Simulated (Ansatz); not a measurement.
# Ni (fcc type): how the settings move a single-point run

Aim: see which settings change the result for Ni (fcc type), by how much, and at what cost.

Method: reference: DFT, r2SCAN, PAW with Ansatz's default frozen-core files, scalar-relativistic, in Ansatz 0.2.0.

## Step 1: The structure to begin with

It takes space group Fm-3m (No. 225, cubic). Conventional cell: a = 3.478 Å, b = 3.478 Å, c = 3.478 Å, α = 90.00°, β = 90.00°, γ = 90.00°. Ni (site symmetry m-3m) is surrounded by 12 Ni at 2.46 Å.

Structure file:

```
CELL_PARAMETERS angstrom
1.73922 1.73922 0.00000
-1.73922 1.73922 0.00000
0.00000 0.00000 3.47844
ATOMIC_POSITIONS crystal
Ni 0.00000 0.00000 0.00000
Ni 0.50000 0.50000 0.50000
```

## Step 2: Baseline

File input.yaml:

```yaml
crystal:
  lattice:
    - [1.7392196771, 1.7392196771, 0.0]
    - [-1.7392196771, 1.7392196771, 0.0]
    - [0.0, 0.0, 3.4784393542]
  atoms:
    - { symbol: Ni, position: [0.0, 0.0, 0.0], spin: 1.0 }
    - { symbol: Ni, position: [0.5, 0.5, 0.5], spin: 1.0 }
magnetization:
  spin_polarized: true
kpoints:
  mp_grid: { grid: [13, 13, 10] }
scf:
  occupations: { method: fermi_dirac, width: 0.08 }
hamiltonian:
  xc: r2scan
  pseudopotentials: { kind: paw }
output:
  forces: true
  stress: true
  eigenvalues: true
  write_density: true
  write_potential: true
  elf: true
  volumetric_format: npy
```

Run with:

```sh
ansatz run input.yaml --threads 3 --pin off --max-ram 9216MiB --backend cpu --events-out ev --progress --plain --runs-dir out
```

## Step 3: Changing settings: occupations.method tetrahedron_uncorrected, dr2_threshold 1.0e-11, ecutwfc 500 eV, width left out

Changes to input.yaml since step 2:

```diff
@@ -13,3 +13,4 @@
 scf:
-  occupations: { method: fermi_dirac, width: 0.08 }
+  occupations: { method: tetrahedron_uncorrected }
+  convergence: { dr2_threshold: 1.0e-11 }
 hamiltonian:
@@ -21,5 +22,3 @@
   eigenvalues: true
-  write_density: true
-  write_potential: true
-  elf: true
-  volumetric_format: npy
+basis:
+  ecutwfc: "500 eV"
```

Before running it: what results should come out? Wanted: for each run, ending; energy change; pressure; abs. moment; force.

**Answer**, as computed:

```csv
run,ending,energy change,pressure (GPa),abs. moment (μB),force (eV/Å),cycles,time
reference,converged,0,-0.2,1.76,0.00,17,14 s
"1: occupations.method tetrahedron_uncorrected, dr2_threshold 1.0e-11, ecutwfc 500 eV, width left out",converged,+25.2 meV/atom (σ→0),0.1,1.78,0.00,25,17 s
```

Times don't compare one to one where runs were asked for different outputs or read a saved state (see the inputs); cycles may leave out searches for a lower state.

Residual by cycle in the longest SCF loop of each run; runs are numbered as in the table. The quantity is the density residual dr2, in eV.

```csv
cycle,reference,run 1
1,0.63,0.136
3,0.344,0.019
5,0.241,1.6e-4
8,0.0092,0.00125
10,1.2e-5,4.1e-4
12,1.1e-6,5.3e-4
14,6.5e-8,9.6e-5
16,2.9e-10,9.3e-7
18,-,8.5e-8
21,-,3.3e-10
23,-,8.0e-12
25,-,4.2e-13
```

Changing the smearing and convergence setting moves the energy by +25.2 meV/atom (σ→0 values).
